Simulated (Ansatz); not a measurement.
**Platinum, bcc under LDA: structure, energy and stiffness**

Aim: take platinum in the bcc structure, relax it, solve it on a dense k-mesh, switch on spin-orbit coupling, then scale the cell to 7 volumes from 88 to 112 % of the relaxed one and try a fit of the equation of state. The k-meshes are 14×14×14 for the relaxation; 23×23×23 for the dense run; 14×14×14 for spin-orbit coupling; 16×16×16 for the volumes.

This is Pt in the bcc structure; at room conditions it is fcc.

Computed with Ansatz 0.2.0 (DFT LDA (PW92), plane waves (420 eV) with PAW, scalar-relativistic; the PAW data stem from PBE, with regenerated cores, unless a step says otherwise).

**1. Starting point**

The structure is cubic, space group Im-3m (No. 229). The conventional cell has a = 3.114 Å, b = 3.114 Å, c = 3.114 Å, α = 90.00°, β = 90.00°, γ = 90.00°. Around Pt (site symmetry m-3m) lie 8 Pt at 2.70 Å.

Coordinates:

```
CELL_PARAMETERS angstrom
-1.55688 1.55688 1.55688
1.55688 -1.55688 1.55688
1.55688 1.55688 -1.55688
ATOMIC_POSITIONS crystal
Pt 0.00000 0.00000 0.00000
```

**2. Relaxing cell and atoms**

The input, input.yaml:

```yaml
crystal:
  lattice:
    - [-1.5568832667, 1.5568832667, 1.5568832667]
    - [1.5568832667, -1.5568832667, 1.5568832667]
    - [1.5568832667, 1.5568832667, -1.5568832667]
  atoms:
    - { symbol: Pt, position: [0.0, 0.0, 0.0] }
hamiltonian:
  xc: lda
  pseudopotentials:
    kind: paw
    azcp:
      Pt: "pseudopotentials/Pt.paw.azcp"
basis:
  ecutwfc: 420
  fft_grid_basis: typed
kpoints:
  mp_grid: { grid: [14, 14, 14], shift: [0, 0, 0] }
magnetization:
  spin_polarized: false
scf:
  occupations: { method: fermi_dirac, width: 0.1 }
relax:
  max_steps: 60
  f_tol: 0.01
  cell: {}
output:
  write_density: true
  write_potential: true
  elf: true
  volumetric_format: npy
```

After this run come: The energy on a finer k-mesh; Spin-orbit coupling switched on; Equation of state: 88 %; Equation of state: 92 %; Equation of state: 96 %; Equation of state: 100 %; Equation of state: 104 %; Equation of state: 108 %; Equation of state: 112 %.

What does the calculation give? Wanted: space group; conventional cell; volume; shortest distance; gap on the mesh; relative to fcc; V₀, B₀, B₀′.

The runs gave:

| quantity | value |
| --- | --- |
| space group (spins left aside) | Im-3m (No. 229) |
| conventional cell | a = 3.103 Å |
| volume | 14.938 Å³/atom |
| shortest distance | 2.687 Å |
| gap on the mesh | none (levels filled in part) |
| relative to fcc | +115 meV/atom |
| V₀, B₀, B₀′ | 14.927 Å³/atom, 295 GPa, 5.3 |

From the guessed start the volume shrank by 1.0 % in 5 steps. Against the reference form of platinum (fcc, computed apart with the same settings) it stands 115 meV/atom higher. Levels at the Fermi energy are filled in part, as in a metal. The total energy of the spin-orbit run lies -33.3 eV/atom from the scalar one, but the two kinds of run don't share a zero of energy: only differences within one kind count. The fitted modulus is 295 GPa, among the stiffest elements. Relaxation kept the symmetry; phonons were not checked.
